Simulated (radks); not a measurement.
# The Coulomb parameter U of the 5d shell of Hf⁺

Aim: U as the second difference [E(n + 0.25) + E(n − 0.25) − 2E(n)]/0.25², with all orbitals relaxed. Bare: the atom's charge changes with n. Screened: the 6s shell takes up the change. The start is a model configuration, not necessarily the ground state.

Method: Dirac Kohn-Sham, BLYP, spin-unpolarised, spherical densities, point nucleus; open shells are shared between the two j in proportion to 2j + 1. Code: radks (a radial shooting solver on a logarithmic mesh, Libxc functionals) version 1.

## Step 1: The system

- element: hafnium (Z = 72)
- charge: +1
- electrons: 71
- configuration: [Xe] 4f14 5d2 6s1

Outer shells as boxes (Hund's rule):

Hf⁺
```
[Xe] core
4f [↑↓][↑↓][↑↓][↑↓][↑↓][↑↓][↑↓]
5d [↑ ][↑ ][  ][  ][  ]
6s [↑ ]
```

## Step 2: Start: [Xe] 4f14 5d2 6s1

Input:

```text
Z 72
configuration [Xe] 4f14 5d2 6s1
relativity Dirac
functional b88,lyp
spin unpolarised
j_filling average
nucleus point
c 137.035999084
```

## Step 3: Bare +0.25: [Xe] 4f14 5d2.25 6s1

Settings, as their differences from step 2:

```diff
@@ -1,3 +1,3 @@
 Z 72
-configuration [Xe] 4f14 5d2 6s1
+configuration [Xe] 4f14 5d2.25 6s1
 relativity Dirac
```

## Step 4: Bare -0.25: [Xe] 4f14 5d1.75 6s1

Settings, as their differences from step 3:

```diff
@@ -1,3 +1,3 @@
 Z 72
-configuration [Xe] 4f14 5d2.25 6s1
+configuration [Xe] 4f14 5d1.75 6s1
 relativity Dirac
```

## Step 5: Screened +0.25: [Xe] 4f14 5d2.25 6s0.75

Settings, as their differences from step 4:

```diff
@@ -1,3 +1,3 @@
 Z 72
-configuration [Xe] 4f14 5d1.75 6s1
+configuration [Xe] 4f14 5d2.25 6s0.75
 relativity Dirac
```

## Step 6: Screened -0.25: [Xe] 4f14 5d1.75 6s1.25

Input:

```text
Z 72
configuration [Xe] 4f14 5d1.75 6s1.25
relativity Dirac
functional b88,lyp
spin unpolarised
j_filling average
nucleus point
c 137.035999084
```

Before running it: what results should come out?

**Answer**, as computed:

```tsv
quantity	value (eV)
U, bare	8.422
U, screened by 6s	0.567
```

In words: Letting 6s compensate leaves 7 % of the bare value; this second difference measures U(5d,5d) + U(6s,6s) − 2U(5d,6s). A solid screens further than the bare atom, so the bare value is an upper guide for the U of a crystal.
